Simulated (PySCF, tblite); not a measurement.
# C₂H₅F₃SSi: geometry, infrared bands and NMR shifts

Aim: predict the infrared bands and NMR shifts of C₂H₅F₃SSi (`FCC(F)(F)[SiH2]S`).

Computed with tblite 0.8.0 and PySCF 2.14.0, with density-fitted response routines of our own, on a single molecule in the gas phase. Atoms count from 0, in the outputs and in this text.

## 1. Starting geometry

12 atoms, charge 0, multiplicity 1; geometry from: force field or distance geometry start.

Bonds of the start (Å): F0–C1 1.40, C1–C2 1.49, C2–F3 1.39, C2–F4 1.39, C2–Si5 1.86, Si5–S6 2.16, C1–H7 1.12, C1–H8 1.12, Si5–H9 1.46, Si5–H10 1.47, S6–H11 1.43.

## 2. Optimising the geometry with GFN2-xTB

Job settings and geometry (Å):

```
{"job": {"kind": "relax", "xc": "GFN2-xTB", "basis": "xTB"}, "charge": 0, "multiplicity": 1}
F     -0.488000    -1.933800     0.349600
C     -1.242900    -0.770800     0.185400
C     -0.501900     0.314900    -0.514600
F     -0.138100    -0.069600    -1.800100
F     -1.392100     1.374800    -0.645300
Si     0.947000     0.972900     0.446000
S      2.610800    -0.367700     0.103700
H     -1.600400    -0.434200     1.190000
H     -2.111500    -1.050000    -0.459500
H      0.555800     1.028400     1.855700
H      1.252100     2.341300     0.007100
H      2.110500    -1.406900    -0.744000
```

Launch:

```sh
> OMP_NUM_THREADS=1 python probes_run.py task.json out
```

The driver reads the jobs from task.json and runs them one after another.

**Question.** This job is followed by: GFN2-xTB harmonic vibrations, gas phase; GIAO PBE0/pcSseg-1 NMR shielding, non-relativistic, gas phase. Predict these results of the whole session: strongest single infrared mode (GFN2-xTB); zero-point energy (GFN2-xTB); ¹³C shifts against TMS (PBE0/pcSseg-1); ¹H shifts against TMS (PBE0/pcSseg-1, means over atoms taken as alike); ¹⁹F shifts against CFCl3 (PBE0/pcSseg-1, means over atoms taken as alike); ²⁹Si shifts against TMS (PBE0/pcSseg-1); ³³S shifts against CS2 (PBE0/pcSseg-1).

As calculated:

| quantity | value |
| --- | --- |
| strongest single infrared mode (GFN2-xTB) | 751 cm⁻¹, 213 km/mol |
| zero-point energy (GFN2-xTB) | 41.4 kcal/mol |
| ¹³C shifts against TMS (PBE0/pcSseg-1) | 134.8, 92.5 ppm |
| ¹H shifts against TMS (PBE0/pcSseg-1, means over atoms taken as alike) | 5.17, 4.80, 0.81 ppm |
| ¹⁹F shifts against CFCl3 (PBE0/pcSseg-1, means over atoms taken as alike) | -131.1, -260.5 ppm |
| ²⁹Si shifts against TMS (PBE0/pcSseg-1) | -33.0 ppm |
| ³³S shifts against CS2 (PBE0/pcSseg-1) | -261 ppm |

In words: Over 152 steps the energy fell by 0.424 eV; of the close pairs, S6–H11 changed most, 1.431 to 1.326 Å. All 30 modes are real, so the xTB geometry is a minimum. The strongest single mode, at 751 cm⁻¹, moves mainly H11. Unscaled tight-binding wavenumbers are off by several per cent, some by more. Its intensities can rank the bands wrongly. The most deshielded hydrogen is H7, H8 (mean) (hydrogen on an sp3 CH2 bonded to F), at 5.17 ppm: its carbon carries F, which withdraws density. At PBE0/pcSseg-1: Shielding is most anisotropic at S6 (span 244 ppm, paramagnetic term -293 ppm).
